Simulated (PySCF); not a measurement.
# RbIn+: from the state search to spectroscopic constants

Aim: find the lowest electronic state of RbIn+, scan its bond at several levels of theory, and get bond length, wavenumber and dissociation energy from each curve.

Method: Rb def2-SVP with ECP28, In def2-SVP with ECP28, scalar-relativistic core potentials; program: PySCF 2.14.0.

### Step 1. Set-up

Settings of the job:

```yaml
atoms: Rb, In
charge: 1
basis: Rb def2-SVP with ECP28, In def2-SVP with ECP28
Hamiltonian: scalar-relativistic core potentials
basis_functions: 50
electrons_treated: 29
masses_in_u: 84.9118, 114.9039
levels: PBE0, PBE, r²SCAN, r²SCAN0, BHandHLYP, BP86, HF, MP2, SCS-MP2, CCSD, CCSD(T)
grid: 80 radial by 434 angular points
occupations: held fixed by the projection of orbital angular momentum
dissociation_limit: Rb+ + In, each in its ground configuration
starting_distance_in_angstrom: 3.550
values_of_2S_to_try: 1, 3
```

On the command line:

```bash
$ OMP_NUM_THREADS=1 python dia.py task.json out
```

The runs that follow: First curve: PBE0; Higher solutions at PBE0; PBE (GGA); r²SCAN (meta-GGA); r²SCAN0; BHandHLYP (global hybrid GGA); BP86 (GGA); UHF; MP2 and coupled cluster.

**Question.** What will these runs give? Wanted: for each run, Re; ωe; De; μ.

**Answer**, as computed:

Lowest PBE0 solution found, without spin–orbit coupling: ²Σ⁺ (doublet), unpaired electrons σ ↑. State 2 has its PBE0 minimum 0.53 eV higher. State 3 has its PBE0 minimum 4.60 eV higher. The other levels ran on the lowest alone.

```tsv
level	Re (Å)	ωe (cm⁻¹)	De (eV)	μ (D)
UHF	4.359	43.3	0.393	-9.02
UHF-MP2	4.216	47.4	0.445	n/a
UHF-SCS-MP2	4.246	46.3	0.430	n/a
UHF-CCSD	4.213	47.7	0.442	n/a
UHF-CCSD(T)	4.206	48.0	0.445	n/a
PBE	4.228	43.7	0.58	-6.85
BP86	4.240	43.6	0.51	-7.29
r²SCAN	4.209	46.2	0.467	-7.96
PBE0	4.170	47.7	0.51	-7.50
r²SCAN0	4.168	48.7	0.463	-8.06
BHandHLYP	4.189	48.4	0.486	-7.81
```

De is counted to Rb+ + In in their ground configurations. A positive dipole points from Rb to In; in an ion it is taken about the centre of mass and does not tell which atom is negative.

What this shows: The methods spread over 0.191 Å in bond length, from r²SCAN0 to UHF. CCSD(T) can't serve as the judge here: for a weak bond in this basis it is far from its limit. Of the levels with a De here, UHF gives the least (0.393 eV) and PBE the most (0.58 eV).

Correlated steps freeze 4 core orbitals. Spin–orbit coupling is left out, which matters for elements this heavy, above all for dissociation energies.
